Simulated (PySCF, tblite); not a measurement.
**C6H10B radical: geometry, infrared bands and EPR parameters**

What infrared bands and EPR parameters should C6H10B radical (`BC#C[C](C)CC`) show?

Computed with tblite 0.8.0 and PySCF 2.14.0, with density-fitted response routines of our own, on a single molecule in the gas phase. Atoms count from 0, in the outputs and in this text.

## (1) The starting structure

17 atoms, charge 0, multiplicity 2; geometry from: force field or distance geometry start.

Bonds of the start (Å): B0–C1 1.57, C1–C2 1.18, C2–C3 1.48, C3–C4 1.51, C3–C5 1.53, C5–C6 1.53, B0–H7 1.21, B0–H8 1.19, C4–H9 1.11, C4–H10 1.13, C4–H11 1.11, C5–H12 1.09, C5–H13 1.12, C6–H14 1.10, C6–H15 1.11, C6–H16 1.12.

## (2) Relaxing the molecule with GFN2-xTB

What the job is given:

```
{"job": {"kind": "relax", "xc": "GFN2-xTB", "basis": "xTB"}, "charge": 0, "multiplicity": 2}
B      3.458900    -0.461900     0.070100
C      1.911400    -0.506700     0.300700
C      0.749300    -0.546500     0.497100
C     -0.716600    -0.561900     0.733900
C     -1.315700    -1.784500     0.074800
C     -1.378100     0.669200     0.120900
C     -0.804100     1.952800     0.720200
H      3.990200     0.619900     0.018500
H      4.138700    -1.328400     0.528000
H     -1.486500    -2.592500     0.817500
H     -0.661400    -2.121000    -0.782900
H     -2.316300    -1.533400    -0.346200
H     -1.228600     0.720300    -0.961400
H     -2.462100     0.655500     0.393300
H     -0.161900     1.769400     1.600000
H     -1.600800     2.699300     0.925800
H     -0.123500     2.362400    -0.070700
```

On the command line:

```console
OMP_NUM_THREADS=1 python probes_run.py task.json out
```

This one command runs all jobs of the session in turn.

**Question.** This job is followed by: GFN2-xTB harmonic vibrations, gas phase; UKS B3LYP, pcH-1 on B C H, non-relativistic, mean-field spin-orbit, GIAO. What will the session give for the following? strongest single infrared mode (GFN2-xTB); zero-point energy (GFN2-xTB); g(iso) (B3LYP); ⟨S²⟩; largest a(iso) (averaged by class); potential on the surface of density 0.002 e/bohr³, 1st and 99th percentile.

The runs gave:

| quantity | value |
| --- | --- |
| strongest single infrared mode (GFN2-xTB) | 2595 cm⁻¹, 260 km/mol |
| zero-point energy (GFN2-xTB) | 85.6 kcal/mol |
| g(iso) (B3LYP) | 2.00254 |
| ⟨S²⟩ | 0.766 (exact 0.75) |
| largest a(iso) (averaged by class) | 1H on H12, H13, 62.9 MHz |
| potential on the surface of density 0.002 e/bohr³, 1st and 99th percentile | -0.66 V and 0.97 V |

Over 104 steps the energy fell by 1.651 eV; of the close pairs, C2–C3 changed most, 1.485 to 1.351 Å. No mode is imaginary among the 45: a minimum at this level. The strongest single mode, at 2595 cm⁻¹, moves mainly H7 and H8. GFN2-xTB is a fitted tight-binding method: band positions and strengths are rough. Its intensities can rank the bands wrongly. The largest spin populations lie on C3 (0.58 e), C1 (0.42 e). The isotropic g lies 0.2 ppt above the free-electron value. These values are for one conformer; the search (at its own cheap level) found 1 more, at 0.32 kcal/mol, and measured spectra average over such forms.
